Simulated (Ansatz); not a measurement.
Write a Python script for the Ansatz DFT code, driven from Python that makes a ladder of methods at one geometry of C3H3I, SMILES IC1C=C1. Settings (for the species named): r2scan0, def2-SVP basis, multiplicity 1. The script varies functional: r2scan0, cam_b3lyp, b3lyp, pbe0.

```xyz
7

I    -2.1158   -0.3133   -0.9663
C    -0.1833    0.1739   -0.6163
C     0.1569    0.4961    0.7154
C     0.6085   -0.6672    0.2784
H     0.3908    0.6386   -1.4247
H     0.1743    1.2179    1.5188
H     1.0297   -1.6139    0.4490
```

`methods.py`
```python
"""One geometry of C3H3I, method by method."""

from pathlib import Path
import warnings

import ansatz as az
from ase import Atoms
import numpy as np


def main() -> None:
    warnings.simplefilter("ignore", az.DeckWarning)

    atoms = Atoms(["I", "C", "C", "C", "H", "H", "H"], positions=[
        (-2.1158, -0.3133, -0.9663),
        (-0.1833, 0.1739, -0.6163),
        (0.1569, 0.4961, 0.7154),
        (0.6085, -0.6672, 0.2784),
        (0.3908, 0.6386, -1.4247),
        (0.1743, 1.2179, 1.5188),
        (1.0297, -1.6139, 0.449),
    ])
    system = az.Crystal.molecule_from_ase(atoms)

    setup = system.calculation().basis(gaussian="def2-SVP")

    print("functional    E (Ha)        dipole (D)   HOMO (eV)  LUMO (eV)")
    for name in ["r2scan0", "cam_b3lyp", "b3lyp", "pbe0"]:
        summary = setup.functional(name).forces().orbitals().run(threads=1, runs_dir="runs").report
        lines = Path(summary["orbitals_path"]).read_text().splitlines()
        field_of = lambda key: [line.split("=")[1].strip() for line in lines if line.startswith(key)]
        orbitals = [(27.211386 * float(e), s, float(n)) for e, s, n in zip(field_of("Ene="), field_of("Spin="), field_of("Occup="))]
        homo = max(e for e, _, n in orbitals if n > 0.5)
        lumo = min(e for e, _, n in orbitals if n < 0.5)
        dipole = 4.803205 * np.linalg.norm(summary["charge_distribution"]["dipole_moment_e_ang"])
        print(f"{name:10s} {summary['free_energy_ev'] / 27.211386246:14.6f} {dipole:9.3f} {homo:11.3f} {lumo:10.3f}")


if __name__ == "__main__":
    main()
```

Output of `python methods.py`:
```text
functional    E (Ha)        dipole (D)   HOMO (eV)  LUMO (eV)
r2scan0       -413.628601     2.345      -7.111     -0.512
cam_b3lyp     -413.552381     2.200      -8.129      0.720
b3lyp         -413.715485     2.192      -6.633     -0.761
pbe0          -413.497927     2.262      -6.918     -0.594
```

What to keep in mind:
- Total energies depend on the basis set; only differences at equal settings carry meaning.
- The geometry is a force-field or estimated start, not a minimum of this method, and the basis set is short of its limit. A lower total doesn't mark the better method: functionals have no common bound, and MP2 and coupled cluster aren't variational.
- def2 sets replace the cores of elements past krypton by effective core potentials.
- b3lyp holds the VWN-RPA fit, as in Gaussian; the form of ORCA and Turbomole is b3lyp5.
- Levels such as HOMO and LUMO are orbital energies: with these approximate functionals they aren't the ionisation energy and electron affinity, and their gap isn't the fundamental gap.
- Run time: 30 s on 1 thread of Arm Neoverse N1 (shared host), peak memory 0.25 GiB.
